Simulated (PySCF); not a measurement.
**TlOCl: other functionals and bases at one geometry**

One table from this session's results is given with a row withheld; the runs are named, their logs left out.

Method: several levels, as the steps say, no spin–orbit coupling; program: PySCF 2.14.0.

1 further run of the same task is left out (for a known fault of the program).

## Where the work starts

3 atoms, charge 0, spin multiplicity 1.

Bond lengths: Tl1–O2 1.900 Å, Tl1–Cl3 2.369 Å. Angles: O2–Tl1–Cl3 179.6°.

Coordinates:

```xyz
3

Tl    0.1309    0.0000    0.3581
O     2.0248    0.0000    0.2059
Cl   -2.2292    0.0000    0.5643
```

Formal oxidation states: Tl +3. An earlier session relaxed this geometry at PBE0, Tl def2-SVP with ECP60, O def2-SVP, Cl def2-SVP (singlet, point group C∞v).

At PBE0 on the finer grid: E = -707.449506 Eh, HOMO -7.80 eV, LUMO -3.09 eV, Mulliken charge on Tl1 +0.69 e, largest force component 0.016 eV/Å. 

Levels to run: B3LYP; M06-L; PBE0, TZVP. Hardware: 2 threads of Arm Neoverse V2, shared host.

The first run:

Contents of run.py (the lines that set the calculation):

```python
mol = gto.M(atom='''
Tl     0.13087     0.00000     0.35812
O      2.02476     0.00000     0.20589
Cl    -2.22923     0.00000     0.56432''',
    basis={'Tl': 'def2-SVP', 'O': 'def2-SVP', 'Cl': 'def2-SVP'},
    ecp={'Tl': 'def2-SVP'},
    charge=0, spin=0)
mf = dft.RKS(mol, xc='B3LYP')
mf.grids.atom_grid = (75, 302)
mf = mf.density_fit()  # fitting sets: Tl def2-universal-JKFIT, O def2-universal-JKFIT, Cl def2-universal-JKFIT
mf.conv_tol = 1e-08; mf.max_cycle = 55
mf.kernel(dm0)  # dm0: the density of the relaxed state
```

Started as:

```bash
$ OMP_NUM_THREADS=2 python run.py
```

Steps of the session up to this table: B3LYP; M06-L; PBE0, TZVP.

One of the session's tables, all rows but one given; the rest of the session is left out.

| level | HOMO (eV) | gap (eV) | charge on Tl1 (e) | dipole (D) | largest force component (eV/Å) |
| --- | --- | --- | --- | --- | --- |
| PBE0 (relaxed here) | -7.80 | 4.71 | 0.69 | 2.22 | 0.02 |
| B3LYP | -7.53 | 4.21 | 0.64 | 2.20 | 0.42 |
| M06-L | -6.48 | 2.73 | 0.81 | 1.84 | 0.55 |
| PBE0, TZVP | ? | ? | ? | ? | ? |

Estimate the missing values for PBE0, TZVP.

As computed: HOMO (eV): -7.96; gap (eV): 4.82; charge on Tl1 (e): 0.82; dipole (D): 2.30; largest force component (eV/Å): 0.94. In the column «HOMO (eV)» it is the lowest.

In one basis the HOMO–LUMO gap runs from 2.73 eV (M06-L) to 4.71 eV (PBE0). The largest leftover force, 0.94 eV/Å with PBE0, TZVP, stands at a geometry relaxed at another level. Total energies of different levels can't be compared.
